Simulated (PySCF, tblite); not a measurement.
**C2H6ClNSi (triplet): geometry, infrared bands and EPR parameters**

Wanted: the infrared bands and EPR parameters of C2H6ClNSi (triplet) (`CN(C)[Si]Cl`), by calculation.

Computed with tblite 0.8.0 and PySCF 2.14.0, with density-fitted response routines of our own, on a single molecule in the gas phase. Atoms count from 0, in the outputs and in this text.

### 1 The starting structure

11 atoms, charge 0, multiplicity 3; geometry from: force field or distance geometry start.

Bonds of the start (Å): C0–N1 1.47, N1–C2 1.46, N1–Si3 1.73, Si3–Cl4 2.07, C0–H5 1.09, C0–H6 1.11, C0–H7 1.10, C2–H8 1.09, C2–H9 1.10, C2–H10 1.11.

### 2 Relaxing the molecule with GFN2-xTB

What the job is given:

```
{"job": {"kind": "relax", "xc": "GFN2-xTB", "basis": "xTB"}, "charge": 0, "multiplicity": 3}
C      0.468300     1.192800    -0.109400
N      0.188100    -0.175600    -0.563300
C     -1.143800    -0.565300    -0.097300
Si     1.465700    -1.341500    -0.615300
Cl     1.996800    -1.830000     1.320700
H      0.571000     1.252200     0.977700
H     -0.349600     1.875500    -0.409600
H      1.377500     1.598400    -0.566800
H     -1.190200    -0.680400     0.990100
H     -1.477600    -1.507300    -0.552900
H     -1.900900     0.184100    -0.400000
```

Launch:

```bash
$ OMP_NUM_THREADS=1 python probes_run.py task.json out
```

One launch serves the whole session: the jobs run in the order shown.

**Question.** This job is followed by: GFN2-xTB harmonic vibrations, gas phase; UKS B3LYP, pcH-1 on C Cl H N Si, non-relativistic, mean-field spin-orbit, GIAO. Predict these results of the whole session: strongest single infrared mode (GFN2-xTB); zero-point energy (GFN2-xTB); D, E (B3LYP); g(iso) (B3LYP); ⟨S²⟩; largest a(iso) (averaged by class); surface potential, 1st and 99th percentile.

**Answer**, as computed:

| quantity | value |
| --- | --- |
| strongest single infrared mode (GFN2-xTB) | 2907 cm⁻¹, 79 km/mol |
| zero-point energy (GFN2-xTB) | 51.1 kcal/mol |
| D, E (B3LYP) | -0.890, -0.035 cm⁻¹ |
| g(iso) (B3LYP) | 2.00257 |
| ⟨S²⟩ | 2.004 (exact 2.00) |
| largest a(iso) (averaged by class) | 29Si on Si3, -541.5 MHz |
| surface potential, 1st and 99th percentile | -0.83 V and 1.03 V |

In words: The optimisation took 59 steps and gained 0.272 eV; among the close pairs (by a distance rule), C0–N1 changed most, from 1.469 to 1.442 Å. No mode is imaginary among the 27: a minimum at this level. Unscaled tight-binding wavenumbers are off by several per cent, some by more. Its intensities can rank the bands wrongly. Si3 carries the largest spin population, 1.51 e. The isotropic g lies 0.3 ppt above the free-electron value. The triplet studied here may not be the ground state; the singlet was not compared.
